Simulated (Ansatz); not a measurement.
**InAsH₄: basis-set convergence**

An exercise on one series of results from a longer session: the logs are not shown, and one member is left open.

Method: one geometry, several basis sets; program: Ansatz 0.2.0, Gaussian basis.

Plan: PBE0-D4/def2-SVP; ωB97M-V/def2-SVP; PBE0-D4/def2-QZVPP; ωB97M-V/def2-QZVPP; the functionals' def2-TZVPP values are taken from earlier runs.

## The relaxed structure

All runs share one geometry, relaxed beforehand with PBE0-D4 in a triple-zeta def2 set. In takes the def2 core potential; no spin-orbit term is included.

6 atoms, charge 0, spin multiplicity 1.

Atoms are counted from 1 here; the program's logs count them from 0.

Bond lengths: As1–In2 2.591 Å, As1–H3 1.522 Å, As1–H4 1.522 Å, In2–H5 1.726 Å, In2–H6 1.726 Å. Angles: In2–As1–H3 91.9°, In2–As1–H4 91.9°, H3–As1–H4 93.0°, As1–In2–H5 119.1°, As1–In2–H6 119.1°, H5–In2–H6 121.7°.

The first run:

The input, in.yaml:

```yaml
crystal:
  periodic: [false, false, false]
  atoms:
    - {symbol: As, position_ang: [0.519606, -1.467544, 0.338003]}
    - {symbol: In, position_ang: [0.173809, 1.069350, -0.057590]}
    - {symbol: H, position_ang: [-0.809767, -1.585764, 1.070326]}
    - {symbol: H, position_ang: [-0.098973, -1.814509, -1.008953]}
    - {symbol: H, position_ang: [0.582076, 1.742816, -1.593285]}
    - {symbol: H, position_ang: [-0.366741, 2.055651, 1.251499]}
basis:
  gaussian: {orbitals: def2-SVP}
hamiltonian: {xc: pbe0, dispersion: d4}
output: {orbitals: {seedname: orbitals}}
```

Launch:

```
$ ansatz run in.yaml --threads 2 --pin off --events-out ev --progress --plain --max-ram 4352MiB
```

Among the steps run: PBE0-D4 in def2-SVP; ωB97M-V in def2-SVP; PBE0-D4 in def2-QZVPP; ωB97M-V in def2-QZVPP.

One of the session's tables, all rows but one given; the rest of the session is left out.

It belongs to the step «Density functionals: the series». 

```
functional       basis  HOMO (eV)  LUMO (eV)
   PBE0-D4    def2-SVP      -6.91      -1.80
   PBE0-D4  def2-TZVPP      -6.94      -1.84
   PBE0-D4  def2-QZVPP      -6.96      -1.86
   ωB97M-V    def2-SVP          ?          ?
   ωB97M-V  def2-TZVPP      -8.91      -0.34
   ωB97M-V  def2-QZVPP      -8.93      -0.38
```

Q: Estimate the row for ωB97M-V, def2-SVP from the others.

As computed: HOMO (eV): -8.85; LUMO (eV): -0.22. In the column «HOMO (eV)» it lies between ωB97M-V, def2-TZVPP (-8.91) and PBE0-D4, def2-QZVPP (-6.96).
